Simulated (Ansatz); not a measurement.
Task: a formation energy from the elements of CuSe and its elements, with the Ansatz DFT code, driven from Python. Give the script and its output. Level of theory (first run): r2SCAN, norm-conserving potentials, the default cutoff (1450 eV here), 5×5×3 k-points, Fermi-Dirac smearing of 0.02 eV.

`formation_cuse.py`:
```python
'''Formation energy of CuSe from the elements, after relaxing atoms and volume at fixed cell shape.'''

from collections import Counter
import warnings

import ansatz
import numpy as np

PHASES = {
    'CuSe': (
        [[3.77458, 0.0, 0.0], [0.0, 3.77458, 0.0], [0.0, 0.0, 5.43834]],
        [
            ('Cu', [0.0, 0.0, 0.0]),
            ('Cu', [0.5, 0.5, 0.0]),
            ('Se', [0.5, 0.0, 0.723]),
            ('Se', [0.0, 0.5, 0.277]),
        ],
    ),
    'Cu': (
        [[0.0, 1.8075, 1.8075], [1.8075, 0.0, 1.8075], [1.8075, 1.8075, 0.0]],
        [
            ('Cu', [0.0, 0.0, 0.0]),
        ],
    ),
    'Se': (
        [[4.3662, 0.0, 0.0], [-2.1831, 3.78124, 0.0], [0.0, 0.0, 4.9536]],
        [
            ('Se', [0.2254, 0.0, 1 / 3]),
            ('Se', [0.0, 0.2254, 2 / 3]),
            ('Se', [0.7746, 0.7746, 0.0]),
        ],
    ),
}


def build(vectors, sites):
    crystal = ansatz.Crystal(lattice=ansatz.Lattice.of(vectors))
    for symbol, position in sites:
        crystal = crystal.atom(symbol, position)
    return crystal


def compute(name, crystal):
    calc = (
        crystal.calculation()
        .functional(ansatz.Functional.R2SCAN)
        .pseudopotentials('nc')
        .kpoints(spacing=0.39)
        .occupations('fermi_dirac', width=0.02)
        .stress()
    )
    calc = calc.relax(force_tolerance=0.03, max_steps=60, fix_cell=['shape'])
    return calc.run(threads=1)


def counts(outcome):
    return Counter(site.symbol for site in outcome.lattice.sites)

def formation_energy(outcome, mu):
    n = counts(outcome)
    return (outcome.report['energy_sigma0_ev'] - sum(k * mu[element] for element, k in n.items())) / sum(n.values())


def volume_per_atom(outcome):
    return abs(np.linalg.det(outcome.lattice.cell_ang)) / len(outcome.lattice.sites)


def main() -> None:
    warnings.simplefilter('ignore')

    phases = {name: build(*cell) for name, cell in PHASES.items()}

    done = {}
    for name, crystal in phases.items():
        done[name] = compute(name, crystal)
        print(f'{name}: {done[name].report["energy_sigma0_ev"]:.4f} eV, {len(done[name].lattice.sites)} atoms')

    # energy of one atom in its reference phase
    references = {'Cu': 'Cu', 'Se': 'Se'}
    mu = {element: done[name].report['energy_sigma0_ev'] / len(done[name].lattice.sites) for element, name in references.items()}

    target = done['CuSe']
    heat = formation_energy(target, mu)
    n = counts(target)
    print('cell content:', dict(n), ' volume', round(volume_per_atom(target), 3), 'A^3/atom')
    print('formation energy', round(heat, 4), 'eV/atom,', round(heat * sum(n.values()), 4), 'eV per cell')
    print('bound against the elements' if heat < 0 else 'unbound against the elements')


if __name__ == '__main__':
    main()
```

Running `python formation_cuse.py` prints:
```text
CuSe: -18287.3576 eV, 4 atoms
Cu: -5997.7309 eV, 1 atoms
Se: -9436.9555 eV, 3 atoms
cell content: {<Element.CU: 'Cu'>: 2, <Element.SE: 'Se'>: 2}  volume 19.643 A^3/atom
formation energy -0.1481 eV/atom, -0.5922 eV per cell
bound against the elements
```

Notes:
- The settings weren't tested for convergence.
- Such functionals run on norm-conserving files made under PBE, which can move pressures by some GPa.
- For the metals among these phases the mesh is modest: differences between phases can be off by up to 40 meV an atom.
- Atoms and volume are relaxed with the cell's shape held, which in cells of lower than cubic symmetry can hide stresses and shift volumes.
- The cells come from databases of deposited and of computed structures, and not all need be stable phases.
- The compound is the structure given, not necessarily its lowest; energies are at zero temperature, with no correction for gases. A semilocal functional's error on such energies is often 0.05 to 0.1 eV an atom, and 0.1 to 0.3 eV against gases such as O2 or F2.
- Hardware and time: 7.2 min on 1 thread of Arm Neoverse V2 (shared host), peak memory 1.3 GiB.
